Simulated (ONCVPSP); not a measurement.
**An ONCV potential for Te, from input to tests**

Do these settings give a usable potential? It is generated, then checked for transferability, scattering, ghosts and hardness.

Method: ONCVPSP 4.0.1.1 (patched build), PBE, scalar-relativistic.

**1. Settings**

The settings as typed:

| Item | Value |
| --- | --- |
| element | tellurium (Te, Z = 52) |
| type | optimised norm-conserving Vanderbilt (ONCV) |
| frozen core | [Kr] |
| valence charge | 16 |
| reference configuration | 4d10 5s2 5p2 (charge +2) |
| partial waves | 5s: rc 1.85 bohr, ncon 4, nbas 8, qcut 3.8 1/bohr, 2 projectors, debl 3.7 Ha; 5p: rc 2.20 bohr, ncon 4, nbas 8, qcut 3.5 1/bohr, 3 projectors, debl 1.6 Ha; 4d: rc 1.05 bohr, ncon 4, nbas 8, qcut 9.6 1/bohr, 1 projector; f scattering state at 0.03 Ha: rc 1.80 bohr, ncon 4, nbas 7, qcut 6.9 1/bohr, 2 projectors, debl 1.3 Ha |
| local potential | polynomial inside 0.80 bohr (lpopt 5, dvloc0 0 Ha) |
| core correction | Teter function, fcfact 1.5, rcfact 1.1 |

The nodes and maxima of the atom's own shells, from an earlier all-electron run, set the scale for the radii.

All-electron outer shells of the reference configuration (PBE, scalar-relativistic, ld1.x):

| shell | level (eV) | outermost node (bohr) | outermost maximum (bohr) |
| --- | --- | --- | --- |
| 4s | -183.82 | 0.38 | 0.70 |
| 4p | -133.82 | 0.38 | 0.74 |
| 4d | -60.99 | 0.36 | 0.81 |
| 5s | -32.71 | 0.91 | 1.75 |
| 5p | -22.30 | 0.99 | 2.04 |

**2. Generating the potential**

Input file Te.dat:

```
# ATOM AND REFERENCE CONFIGURATION
# atsym  z   nc   nv     iexc    psfile
  Te 52.00    8    3        4      upf
#
#   n    l    f
    1    0    2.00
    2    0    2.00
    2    1    6.00
    3    0    2.00
    3    1    6.00
    3    2   10.00
    4    0    2.00
    4    1    6.00
    4    2   10.00
    5    0    2.00
    5    1    2.00
#
# PSEUDOPOTENTIAL AND OPTIMIZATION
# lmax
    3
#
#   l,   rc,      ep,       ncon, nbas, qcut
    0    1.85    0.00    4    8    3.80
    1    2.20    0.00    4    8    3.50
    2    1.05    0.00    4    8    9.60
    3    1.80    0.03    4    7    6.90
#
# LOCAL POTENTIAL
# lloc, lpopt,  rc(5),   dvloc0
    4    5    0.80    0.00
#
# VANDERBILT-KLEINMAN-BYLANDER PROJECTORs
# l, nproj, debl
    0    2    3.70
    1    3    1.60
    2    1    2.10
    3    2    1.30
#
# MODEL CORE CHARGE
# icmod, fcfact, rcfact
    3    1.50    1.10
#
# LOG DERIVATIVE ANALYSIS
# epsh1, epsh2, depsh
   -4.00    5.00    0.02
#
# OUTPUT GRID
# rlmax, drl
    6.00    0.01
#
# TEST CONFIGURATIONS
# ncnf
    4
# nvcnf
#   n    l    f
    3
    4    2   10.00
    5    0    2.00
    5    1    4.00
#
    3
    4    2   10.00
    5    0    2.00
    5    1    3.00
#
    3
    4    2   10.00
    5    0    2.00
    5    1    1.00
#
    3
    4    2    9.00
    5    0    2.00
    5    1    4.00
#
```

Run with:

```console
$ oncvpsp.x < Te.dat > Te.out
```

Before running it: what results should come out? Wanted: cutoffs for 1 and 0.1 mHa per electron, occupied waves; bound ghosts; GHOST(+) flags; largest test error; largest phase difference near zero energy, channels read; rms error of d²Exc/dn², without and with the model core.

**Answer**, as computed:

| quantity | value |
| --- | --- |
| cutoffs for 1 and 0.1 mHa per electron, occupied waves | 50 Ha and 183 Ha |
| bound ghosts | s at -435.12 eV, p at -78.63 eV |
| GHOST(+) flags | s at 104 eV |
| largest test error (AE − PS) | -332 meV, for 4d9 5s2 5p4 |
| largest phase difference near zero energy, channels read | 0.002 rad |
| rms error of d²Exc/dn², without and with the model core | 5.03 and 4.09 mHa |

In words: It has a bound ghost (s, p), a state that the atom doesn't have, and that rules the file out. By total energies transferability is poor: the largest error is 332 meV on 21.6 eV, for 4d9 5s2 5p4. The potential is hard: the looser tolerance needs 50 Ha. The tighter tolerance needs 183 Ha, and converged work needs a cutoff nearer that. At the looser tolerance the 4d wave is the slowest; 5s needs 9 Ha. Near zero energy the phases of the channels with partial waves agree within 0.002 rad. The pseudo curves have a pole with no partner nearby in the atom's: p at -2.88 Ha. The program also flags highly localised states, GHOST(+) (s). These are tests on the free atom; a crystal test is still owed.
